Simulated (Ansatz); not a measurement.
**CH₆F₂GeOSn: basis-set convergence**

Aim: see how fast density functionals converge with the basis set for CH₆F₂GeOSn.

The runs use Ansatz 0.2.0, Gaussian basis; one geometry, several basis sets.

Plan: PBE0-D4/def2-SVP; ωB97M-V/def2-SVP; PBE0-D4/def2-QZVPP; ωB97M-V/def2-QZVPP; the functionals' def2-TZVPP values are taken from earlier runs.

**1. Structure used throughout**

All runs share one geometry, relaxed beforehand with PBE0-D4 in a triple-zeta def2 set. Sn takes the def2 core potential; no spin-orbit term is included.

12 atoms, charge 0, spin multiplicity 1.

Atoms are counted from 1 here; the program's logs count them from 0.

Bond lengths: C1–O2 1.416 Å, C1–H7 1.095 Å, C1–H8 1.093 Å, C1–H9 1.095 Å, O2–Sn3 1.938 Å, Sn3–F4 1.916 Å, Sn3–F5 1.916 Å, Sn3–Ge6 2.590 Å, Ge6–H10 1.529 Å, Ge6–H11 1.529 Å, Ge6–H12 1.529 Å. Angles: O2–C1–H7 111.9°, O2–C1–H8 107.5°, O2–C1–H9 111.9°, H7–C1–H8 108.4°, H7–C1–H9 108.7°, H8–C1–H9 108.4°, C1–O2–Sn3 121.1°, O2–Sn3–F4 105.5°, O2–Sn3–F5 105.5°, O2–Sn3–Ge6 115.9°, F4–Sn3–F5 101.2°, F4–Sn3–Ge6 113.7°, F5–Sn3–Ge6 113.6°, Sn3–Ge6–H10 107.0°, Sn3–Ge6–H11 107.3°, Sn3–Ge6–H12 107.2°, H10–Ge6–H11 111.7°, H10–Ge6–H12 111.7° and more.

**2. PBE0-D4 in def2-SVP**

Input file in.yaml:

```yaml
crystal:
  periodic: [false, false, false]
  atoms:
    - {symbol: C, position_ang: [-2.249554, -0.374715, 1.056210]}
    - {symbol: O, position_ang: [-1.201066, -0.618916, 0.136615]}
    - {symbol: Sn, position_ang: [0.429083, 0.428028, 0.176285]}
    - {symbol: F, position_ang: [1.063918, 0.320600, 1.981103]}
    - {symbol: F, position_ang: [-0.133736, 2.257670, 0.089479]}
    - {symbol: Ge, position_ang: [2.215962, -0.193422, -1.592814]}
    - {symbol: H, position_ang: [-1.929733, -0.532369, 2.091681]}
    - {symbol: H, position_ang: [-3.053522, -1.080230, 0.832784]}
    - {symbol: H, position_ang: [-2.646601, 0.641692, 0.963153]}
    - {symbol: H, position_ang: [3.401299, 0.748486, -1.380000]}
    - {symbol: H, position_ang: [1.578484, 0.001161, -2.969241]}
    - {symbol: H, position_ang: [2.602466, -1.653183, -1.351255]}
basis:
  gaussian: {orbitals: def2-SVP}
hamiltonian: {xc: pbe0, dispersion: d4}
output: {orbitals: {seedname: orbitals}}
```

After this run come: ωB97M-V in def2-SVP; PBE0-D4 in def2-QZVPP; ωB97M-V in def2-QZVPP.

Before running them: what should the planned runs give, taken together? Wanted: PBE0-D4: double and triple zeta above quadruple; ωB97M-V: double and triple zeta above quadruple.

**Answer**, as computed:

| quantity | value |
| --- | --- |
| PBE0-D4: double and triple zeta above quadruple | 20.13, 1.82 eV |
| ωB97M-V: double and triple zeta above quadruple | 20.36, 1.76 eV |

In words: For PBE0-D4 the step from double to triple zeta gains 18.31 eV and the next only 1.82 eV. Total energies overstate the basis error of differences, where much of it tends to cancel. The LUMO of ωB97M-V is positive and keeps falling with the basis (0.57 to 0.04 eV): an unbound level that the basis holds in place.
